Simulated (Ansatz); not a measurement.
# CH₆NPSi: up Jacob's ladder to CCSD(T)

The task here is to estimate one member of a computed series from the others.

Program: Ansatz 0.2.0, Gaussian basis. Level of theory: functionals in def2-TZVPP, the program's frozen cores in correlated methods. These are calculated values, not measurements.

Levels to be run: LDA (SPW92), PBE-D4, revPBE-D4, BLYP-D4, r2SCAN-D4, B97M-V, PBE0-D4, B3LYP-D4, r2SCANh-D4, r2SCAN0-D4, HSE06-D4, BHLYP-D4, CAM-B3LYP-D4, LC-ωPBE, ωB97X-V, ωB97M-V, B2PLYP, PBE-QIDH; CCSD(T)/def2-SVP; CCSD(T)/def2-TZVPP; MP2/def2-QZVPP; extrapolation to the limit; RPA on PBE.

### Structure used throughout

An earlier PBE0-D4 in a triple-zeta def2 set relaxation fixed the geometry.

SMILES `C=NP[SiH3]`, 10 atoms, charge 0, spin multiplicity 1.

Atoms are counted from 1 here; the program's logs count them from 0.

Bond lengths: C1–N2 1.261 Å, C1–H5 1.099 Å, C1–H6 1.092 Å, N2–P3 1.717 Å, P3–Si4 2.265 Å, P3–H7 1.417 Å, Si4–H8 1.487 Å, Si4–H9 1.488 Å, Si4–H10 1.487 Å. Angles: N2–C1–H5 124.8°, N2–C1–H6 118.9°, H5–C1–H6 116.3°, C1–N2–P3 123.9°, N2–P3–Si4 104.4°, N2–P3–H7 97.2°, Si4–P3–H7 94.3°, P3–Si4–H8 109.9°, P3–Si4–H9 112.0°, P3–Si4–H10 107.3°, H8–Si4–H9 108.5°, H8–Si4–H10 108.9°, H9–Si4–H10 110.2°.

Geometry (Å):

```
atom    x (Å)    y (Å)    z (Å)
  C1  -0.6078   1.7763   0.4511
  N2   0.4316   1.5736  -0.2338
  P3   1.4461   0.1997  -0.0530
 Si4   0.0216  -1.5610  -0.0697
  H5  -1.0343   1.0629   1.1695
  H6  -1.1387   2.7236   0.3373
  H7   1.8022   0.0624  -1.4180
  H8  -0.6020  -1.7205   1.2705
  H9  -1.0596  -1.3929  -1.0775
 H10   0.8241  -2.7750  -0.3738
```

Set-up of the first run:

in.yaml

```yaml
crystal:
  periodic: [false, false, false]
  atoms:
    - {symbol: C, position_ang: [-0.607815, 1.776341, 0.451081]}
    - {symbol: N, position_ang: [0.431556, 1.573562, -0.233779]}
    - {symbol: P, position_ang: [1.446145, 0.199723, -0.052960]}
    - {symbol: Si, position_ang: [0.021583, -1.561031, -0.069694]}
    - {symbol: H, position_ang: [-1.034345, 1.062945, 1.169540]}
    - {symbol: H, position_ang: [-1.138697, 2.723585, 0.337326]}
    - {symbol: H, position_ang: [1.802233, 0.062359, -1.417972]}
    - {symbol: H, position_ang: [-0.602007, -1.720484, 1.270549]}
    - {symbol: H, position_ang: [-1.059556, -1.392950, -1.077542]}
    - {symbol: H, position_ang: [0.824103, -2.775050, -0.373848]}
basis:
  gaussian: {orbitals: def2-TZVPP}
hamiltonian: {xc: lda}
output: {orbitals: {seedname: orbitals}}
```

Launch:

```
$ ansatz run in.yaml --threads 2 --pin off --events-out ev --progress --plain --max-ram 4352MiB
```

Among the steps run: LDA; PBE-D4 (GGA); revPBE-D4 (GGA); BLYP-D4 (GGA); r2SCAN-D4 (meta-GGA); B97M-V (meta-GGA); B3LYP-D4 (hybrid); r2SCANh-D4 (hybrid); r2SCAN0-D4 (hybrid); HSE06-D4 (hybrid); BHLYP-D4 (hybrid); CAM-B3LYP-D4 (range-separated); LC-ωPBE (range-separated); ωB97X-V (range-separated); ωB97M-V (range-separated); B2PLYP (double hybrid); PBE-QIDH (double hybrid).

One of the session's tables, all rows but one given; the rest of the session is left out.

It belongs to the step «Frontier levels by functional». 

| functional | HOMO (eV) | gap (eV) |
| --- | --- | --- |
| LDA (SPW92) | -6.07 | 3.75 |
| PBE-D4 | -5.98 | 3.89 |
| revPBE-D4 | -5.94 | 3.93 |
| BLYP-D4 | -5.86 | 3.91 |
| r2SCAN-D4 | -6.21 | 4.30 |
| B97M-V | -6.33 | 4.45 |
| PBE0-D4 | -7.06 | 6.00 |
| B3LYP-D4 | -6.86 | 5.58 |
| r2SCANh-D4 | -6.60 | 5.08 |
| r2SCAN0-D4 | -7.18 | 6.22 |
| HSE06-D4 | ? | ? |
| BHLYP-D4 | -7.94 | 8.03 |
| CAM-B3LYP-D4 | -8.28 | 8.40 |
| LC-ωPBE | -9.58 | 10.88 |
| ωB97X-V | -9.24 | 10.45 |
| ωB97M-V | -9.10 | 10.18 |

Q: Estimate the row for HSE06-D4 from the others.

As computed: HOMO (eV): -6.66; gap (eV): 5.22. In the column «HOMO (eV)» it lies between B3LYP-D4 (-6.86) and r2SCANh-D4 (-6.60).
